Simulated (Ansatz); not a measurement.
BGeH₇NP, SMILES B[P](N)[GeH3], a geometry optimisation

Program: Ansatz 0.2.0, Python API.

Run as a notebook:

```python
import ansatz as az
from ase import Atoms
import numpy as np
```

```python
BASIS = 'def2-SVP'
FUNCTIONAL = 'CAM-B3LYP'
```

```python
atoms = Atoms(['B', 'P', 'N', 'Ge', 'H', 'H', 'H', 'H', 'H', 'H', 'H'], positions=[
    (-0.965, 1.5009, 0.1199),
    (-1.1666, -0.3805, 0.2342),
    (-0.2212, -0.5228, 1.7304),
    (0.6543, -0.7697, -1.1995),
    (-1.3285, 2.0877, -0.9059),
    (-0.6315, 2.1947, 1.0281),
    (0.7592, -0.0466, 1.6142),
    (0.0501, -1.5236, 1.8723),
    (0.1437, -0.4378, -2.6037),
    (0.9914, -2.2709, -1.0759),
    (1.7795, 0.1118, -0.7936),
])
system = az.Crystal.molecule_from_ase(atoms)
```

```python
calculation = (
    system.calculation()
    .basis(gaussian=BASIS)
    .functional(FUNCTIONAL)
)
symbols = [site.symbol for site in system.cartesian_sites]
start = np.array([site.position_ang for site in system.cartesian_sites], dtype=float)
summary = calculation.relax(force_tolerance=0.005).run().report
end = np.array(summary['positions_ang'])
```

    

```python
print(f'E = {summary["free_energy_ev"]:.6f} eV = {summary["free_energy_ev"] / 27.211386246:.7f} Ha')
print('converged:', summary['converged'], ' doubts:', summary['published_state_doubts'] or 'none')
```

    E = -68077.196928 eV = -2501.7908427 Ha
    converged: True  doubts: none

```python
print('final positions (A) and the move of each atom')
for symbol, xyz, old in zip(symbols, end, start):
    print(f'{symbol:2s} {xyz[0]:10.5f} {xyz[1]:10.5f} {xyz[2]:10.5f}   {np.linalg.norm(xyz - old):7.4f}')

charges = summary['charge_distribution']
dipole = np.array(charges['dipole_moment_e_ang']) * 4.803205
print('dipole (D): {:.3f} {:.3f} {:.3f}, length {:.3f}'.format(*dipole, np.linalg.norm(dipole)))
print('atom  Mulliken   Lowdin')
for symbol, m, l in zip(symbols, charges['mulliken_charges_e'], charges['lowdin_charges_e']):
    print(f'{symbol:4s} {m:9.3f} {l:8.3f}')
with open('bgeh7np_opt.xyz', 'w') as handle:
    handle.write(f'{len(symbols)}\nrelaxed BGeH7NP\n')
    handle.writelines(f'{s:2s} {x:11.6f} {y:11.6f} {z:11.6f}\n' for s, (x, y, z) in zip(symbols, end))
```

    final positions (A) and the move of each atom
    B    -1.07932    1.60795    0.13615    0.1575
    P    -0.77911   -0.19409    0.30434    0.4357
    N    -0.06860   -0.55427    1.81387    0.1768
    Ge    0.70929   -0.78489   -1.37109    0.1808
    H    -1.30509    2.02446   -0.97135    0.0940
    H    -1.17569    2.31914    1.10174    0.5631
    H     0.83218   -0.16045    2.06311    0.4688
    H    -0.19074   -1.49613    2.16721    0.3817
    H     0.15842   -0.33602   -2.73084    0.1635
    H     0.86362   -2.31365   -1.35378    0.3088
    H     2.10044   -0.16884   -1.13885    0.5486
    dipole (D): 1.518 -1.166 0.607, length 2.009
    atom  Mulliken   Lowdin
    B       -0.068   -0.288
    P        0.155    0.435
    N       -0.376   -0.019
    Ge       0.240    0.087
    H       -0.020   -0.021
    H       -0.000   -0.020
    H        0.138   -0.003
    H        0.135   -0.006
    H       -0.063   -0.049
    H       -0.064   -0.057
    H       -0.075   -0.059

File `bgeh7np_opt.xyz` afterwards:
```text
11
relaxed BGeH7NP
B    -1.079322    1.607951    0.136147
P    -0.779106   -0.194094    0.304342
N    -0.068597   -0.554269    1.813874
Ge    0.709293   -0.784894   -1.371094
H    -1.305090    2.024460   -0.971353
H    -1.175692    2.319136    1.101736
H     0.832181   -0.160455    2.063111
H    -0.190736   -1.496130    2.167209
H     0.158417   -0.336017   -2.730836
H     0.863616   -2.313649   -1.353783
H     2.100436   -0.168838   -1.138854
```

What to keep in mind:
- Total energies depend on the basis set; only differences at equal settings carry meaning.
- The end point is the stationary point reached from this start; no frequency run checks that it is a minimum, and the basis set is modest.
- The Löwdin charges here are taken after orthogonalising the functions within each atom; they differ from plain Löwdin charges, and their signs can be unphysical.
- It ran for 2.7 min on 1 thread of Arm Neoverse V1, with other jobs on the host, peak memory 0.41 GiB.

(Lines on the test bed's own set-up are left out of the output.)
